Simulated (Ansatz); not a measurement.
Task: vertical and adiabatic energies of changing the electron count of H₃InO₂, SMILES [OH][InH][OH], with the Ansatz DFT code, driven from Python. Give the script and its output. Settings (for the species named): B3LYP, def2-SVP basis, multiplicity 1.

Input file `h3ino2.xyz`:
```text
6

O    -1.05520   -1.62320    0.21610
In    0.49530   -0.13720   -0.70970
O     1.52510    0.19860    0.51470
H    -1.41570   -0.65890    0.27660
H    -0.42050    1.41930   -1.40970
H     0.91310    0.73740    1.06580
```

`h3ino2_adiabatic.py`:
```python
# -*- coding: utf-8 -*-
'''How H3InO2 relaxes after losing an electron.'''

import itertools

import ansatz as az
from ase.data import atomic_numbers, covalent_radii
import numpy as np

BASIS = 'def2-SVP'
XC = 'B3LYP'
NET_CHARGE = 1

geometry = az.Crystal.molecule_from_extxyz('h3ino2.xyz')

model = geometry.calculation().basis(gaussian=BASIS).functional(XC)
symbols = [site.symbol for site in geometry.cartesian_sites]
start = np.array([site.position_ang for site in geometry.cartesian_sites], dtype=float)
summary = model.relax(force_tolerance=0.01, max_steps=100).run().report
end = np.array(summary['positions_ang'])

minimum = az.Crystal.molecule()
for symbol, place in zip(symbols, end):
    minimum = minimum.atom(symbol, place.tolist())
ion = (
    minimum.calculation()
    .basis(gaussian=BASIS)
    .functional(XC)
    .charge(NET_CHARGE)
    .spin('collinear', total=1)
)
vertical = ion.run().report
settled = ion.relax(force_tolerance=0.01, max_steps=80).run().report
print(f'vertical ionisation energy   {vertical["free_energy_ev"] - summary["free_energy_ev"]:.3f} eV')
print(f'adiabatic, no zero point     {settled["free_energy_ev"] - summary["free_energy_ev"]:.3f} eV')
print(f'relaxation energy of the ion {vertical["free_energy_ev"] - settled["free_energy_ev"]:.3f} eV')
ionised = np.array(settled['positions_ang'])
# pairs closer than 1.2 times the sum of covalent radii, before or after
radius = [covalent_radii[atomic_numbers[s]] for s in symbols]
span = lambda where, i, j: np.linalg.norm(where[i] - where[j])
bonded = [(i, j) for i, j in itertools.combinations(range(len(symbols)), 2) if min(span(end, i, j), span(ionised, i, j)) < 1.2 * (radius[i] + radius[j])]
print('pair        before    after (A)')
for i, j in bonded:
    print(f'{symbols[i]}{i}-{symbols[j]}{j}'.ljust(10), f'{span(end, i, j):8.4f} {span(ionised, i, j):8.4f}')
```

```console
$ python h3ino2_adiabatic.py
vertical ionisation energy   10.147 eV
adiabatic, no zero point     9.658 eV
relaxation energy of the ion 0.489 eV
pair        before    after (A)
O0-In1       2.0122   1.9511
O0-H3        0.9672   0.9723
In1-O2       2.0024   2.3492
In1-H4       1.7111   1.6667
O2-H5        0.9682   0.9920
```

The energies are electronic: no zero-point or thermal terms, and the basis set is short of its limit. The product may relax into another structure. Each relaxation finds its nearest minimum, which needn't be the lowest. def2 sets replace the cores of elements past krypton by effective core potentials. b3lyp holds the VWN-RPA fit, as in Gaussian; the form of ORCA and Turbomole is b3lyp5. It ran for 2.1 min on 1 thread of Arm Neoverse V2, on a shared host, peak memory 0.26 GiB.
